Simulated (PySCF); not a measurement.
**C₂H₉NSi₂, an adsorbate on a surface model (Si site with back bonds [SiH3], [H], [H]): NMR shifts**

Wanted: the NMR shifts for `N[SiH2][SiH3]` with `C#C`.

Programs: PySCF 2.14.0. All values are calculated, for the isolated system unless a continuum is named. Atoms count from 0, parts from 1.

## 1. The system as given

14 atoms, charge 0, multiplicity 1; geometry: GFN2-xTB, MD frame. Parts: 1 = atoms 0–9, `N[SiH2][SiH3]`, charge 0; 2 = atoms 10–13, `C#C`, charge 0.

## 2. Nuclear shieldings: 375 fs

What the job is given:

```
{"job": {"kind": "nmr", "xc": "PBE0", "basis": "pcSseg-1", "pop": false}, "charge": 0, "multiplicity": 1, "parts": [{"atoms": "0-9", "charge": 0, "multiplicity": 1}, {"atoms": "10-13", "charge": 0, "multiplicity": 1}]}
Si     0.554317     0.880466    -1.072963
Si     0.053261    -1.233133    -1.997740
N      0.710289     0.442437     0.558978
H     -0.442451     1.939295    -1.467964
H      1.844352     1.366095    -1.425384
H     -0.772056    -0.999135    -3.292153
H     -0.797090    -2.143262    -1.157889
H      1.258652    -1.878093    -2.448021
H      1.234304     1.009163     1.193875
H      0.107889    -0.162240     1.090974
C     -1.780906     0.008920     3.206303
C     -0.970367    -0.882409     3.206771
H     -2.426252     0.851093     3.061137
H     -0.358871    -1.742386     3.251801
```

Level: GIAO PBE0/pcSseg-1 NMR shielding, non-relativistic, gas phase.

Started as:

```sh
> OMP_NUM_THREADS=1 python cluster_run.py task.json out
```

This one command runs all jobs of the session in turn.

**Question.** The jobs that follow are: GIAO PBE0/pcSseg-1 NMR shielding, non-relativistic, gas phase; GIAO PBE0/pcSseg-1 NMR shielding, non-relativistic, gas phase; GIAO PBE0/pcSseg-1 NMR shielding, non-relativistic, gas phase; GIAO PBE0/pcSseg-1 NMR shielding, non-relativistic, gas phase; GIAO PBE0/pcSseg-1 NMR shielding, non-relativistic, gas phase. Predict: 13C shifts against TMS (PBE0/pcSseg-1, 375 fs); 1H shifts against TMS (PBE0/pcSseg-1, 375 fs); 29Si shifts against TMS (PBE0/pcSseg-1, 375 fs); 15N shifts against NH3 (PBE0/pcSseg-1, 375 fs).

As calculated:

| quantity | value |
| --- | --- |
| 13C shifts against TMS (PBE0/pcSseg-1, 375 fs) | 82.7, 78.2 ppm |
| 1H shifts against TMS (PBE0/pcSseg-1, 375 fs) | 5.52, 4.52, 4.45, 3.91, 3.28, 2.06, 1.32, 0.74, -0.07 ppm |
| 29Si shifts against TMS (PBE0/pcSseg-1, 375 fs) | -57.2, -113.8 ppm |
| 15N shifts against NH3 (PBE0/pcSseg-1, 375 fs) | 12.6 ppm |
| range of the shift of N2 | -3.8 to 22.4 ppm |

In words: Shifts at one fixed geometry are not the observed spectrum, which averages over the motion. Across the 6 runs the shift of N2 moves most, between -3.8 (1500 fs) and 22.4 ppm (1275 fs). A capped cluster stands for the solid here, so long-range fields and strain are missing, and bands or shifts of the capping hydrogens have no counterpart in it.
